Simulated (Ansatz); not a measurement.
# Si3BTe2: the cost of one run

Program: Ansatz 0.2.0. Level of theory: DFT PBE, scalar-relativistic, plane waves, PAW. These are calculated values, not measurements.

**1. The system as given**

Symmetry: P6/mmm, No. 191, hexagonal system. Conventional cell: a = 5.119 Å, b = 5.119 Å, c = 5.728 Å, α = 90.00°, β = 90.00°, γ = 120.00°. Around Si (site symmetry mmm) lie 4 Si at 2.56 Å. B (site symmetry 6/mmm) has 6 Te at 2.96 Å as nearest neighbours. Te (site symmetry -6m2) is surrounded by 3 Te at 2.96 Å and 3 B at 2.96 Å and 6 Si at 3.22 Å.

Coordinates:

```
CELL_PARAMETERS angstrom
5.11869 0.00000 0.00000
-2.55934 4.43291 0.00000
0.00000 0.00000 5.72786
ATOMIC_POSITIONS crystal
Si 0.50000 0.00000 0.50000
Si 0.50000 0.50000 0.50000
Si 0.00000 0.50000 0.50000
B 0.00000 0.00000 0.00000
Te 0.33333 0.66667 0.00000
Te 0.66667 0.33333 0.00000
```

The cell was relaxed beforehand at this level, from a database cell with other species swapped in; it needn't be the stable form of this composition. At a tolerance of 0.05 Å it has space group P6/mmm (No. 191); it has 21.66 Å³/atom, an uncorrected energy of +1.21 eV/atom over the elements.

**2. Static run: bands, density of states and charges**

Contents of input.yaml:

```yaml
crystal:
  lattice:
    - [5.1186874816, 0.0, 0.0]
    - [-2.5593437408, 4.4329133931, 0.0]
    - [0.0, 0.0, 5.7278589005]
  atoms:
    - { symbol: Si, position: [0.5, 0.0, 0.5] }
    - { symbol: Si, position: [0.5, 0.5, 0.5] }
    - { symbol: Si, position: [0.0, 0.5, 0.5] }
    - { symbol: B, position: [0.0, 0.0, 0.0] }
    - { symbol: Te, position: [0.3333333333, 0.6666666667, 0.0] }
    - { symbol: Te, position: [0.6666666667, 0.3333333333, 0.0] }
basis:
  ecutwfc: 420
kpoints:
  mp_grid: { grid: [12, 12, 8] }
  band_path:
    path:
      - [[0.0, 0.0, 0.0], [0.5, 0.0, 0.0], [0.33333333, 0.33333333, 0.0], [0.0, 0.0, 0.0], [0.0, 0.0, 0.5], [0.5, 0.0, 0.5], [0.33333333, 0.33333333, 0.5], [0.0, 0.0, 0.5]]
      - [[0.5, 0.0, 0.5], [0.5, 0.0, 0.0]]
      - [[0.33333333, 0.33333333, 0.5], [0.33333333, 0.33333333, 0.0]]
    npoints: 14
hamiltonian:
  xc: pbe
scf:
  occupations: { method: gaussian, width: 0.1 }
  n_extra_bands: 15
output:
  forces: true
  stress: true
  eigenvalues: true
  populations: true
  dos: { projected: true, de: 0.02, nscf_kmesh: { grid: [15, 15, 10] } }
  bader: true
```

The run is started by

```bash
$ ansatz run input.yaml --threads 1 --pin off --max-ram 2560MiB --backend cpu --events-out ev --progress --plain --runs-dir out
```

**Question.** How long does this run take on 1 thread of Intel Xeon 6975P-C (Granite Rapids), shared host, and how much memory does it need?

About 61 s, with a peak of 0.83 GiB.
